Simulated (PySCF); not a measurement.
# H6NS3Y (Y(SH)3(NH3)): the cost of one run

The runs use PySCF 2.14.0; PBE0, Y def2-SVP with ECP28, S def2-SVP, H def2-SVP, N def2-SVP; scalar-relativistic core potentials, no spin–orbit coupling.

1 further run of the same task is left out (for a known fault of the program).

## 1. Where the work starts

11 atoms, charge 0, spin multiplicity 1.

Bond lengths: Y1–S2 2.578 Å, Y1–S4 2.570 Å, Y1–S6 2.579 Å, Y1–N8 2.448 Å, S2–H3 1.354 Å, S4–H5 1.354 Å, S6–H7 1.354 Å, N8–H9 1.022 Å, N8–H10 1.022 Å, N8–H11 1.022 Å. Angles: S2–Y1–S4 116.8°, S2–Y1–S6 119.7°, S2–Y1–N8 96.3°, S4–Y1–S6 118.3°, S4–Y1–N8 99.0°, S6–Y1–N8 97.7°, Y1–S2–H3 92.7°, Y1–S4–H5 92.5°, Y1–S6–H7 92.6°, Y1–N8–H9 112.7°, Y1–N8–H10 110.6°, Y1–N8–H11 112.9°, H9–N8–H10 106.6°, H9–N8–H11 106.8°, H10–N8–H11 106.8°.

As a file:

```
Y    -0.12900   -0.12489    0.15686
S     0.95250    1.70833    1.61149
H     2.19403    1.44086    1.14068
S    -2.18403   -1.31909    1.13552
H    -2.09514   -0.64291    2.30520
S     1.29962   -1.38154   -1.58482
H     0.54200   -2.50038   -1.49088
N    -1.26715    1.39499   -1.38770
H    -2.20865    1.64318   -1.07568
H    -0.74906    2.27160   -1.47786
H    -1.35962    1.00840   -2.32937
```

Formal oxidation states: Y +3. An earlier session relaxed this geometry at PBE0, Y def2-SVP with ECP28, S def2-SVP, H def2-SVP, N def2-SVP (singlet, point group C1).

Its energy there is -1290.556844 Eh.

## 2. One electron removed, multiplicity 2

Input file run.py (the lines that set the calculation):

```python
mol = gto.M(atom='''
Y     -0.12900    -0.12489     0.15686
S      0.95250     1.70833     1.61149
H      2.19403     1.44086     1.14068
S     -2.18403    -1.31909     1.13552
H     -2.09514    -0.64291     2.30520
S      1.29962    -1.38154    -1.58482
H      0.54200    -2.50038    -1.49088
N     -1.26715     1.39499    -1.38770
H     -2.20865     1.64318    -1.07568
H     -0.74906     2.27160    -1.47786
H     -1.35962     1.00840    -2.32937''',
    basis={'Y': 'def2-SVP', 'S': 'def2-SVP', 'H': 'def2-SVP', 'N': 'def2-SVP'},
    ecp={'Y': 'def2-SVP'},
    charge=1, spin=1)
mf = dft.UKS(mol, xc='PBE0')
mf.grids.atom_grid = (50, 194)
mf = mf.density_fit()  # fitting sets: Y def2-universal-JKFIT, S def2-universal-JKFIT, H def2-universal-JKFIT, N def2-universal-JKFIT
mf.conv_tol = 1e-08; mf.max_cycle = 55
mf.kernel(dm0)  # dm0: the density of the relaxed state
```

Command:

```sh
> OMP_NUM_THREADS=2 python run.py
```

**Question.** How long does this run take on 2 threads of Arm Neoverse V1, shared host?

About 8.7 s.
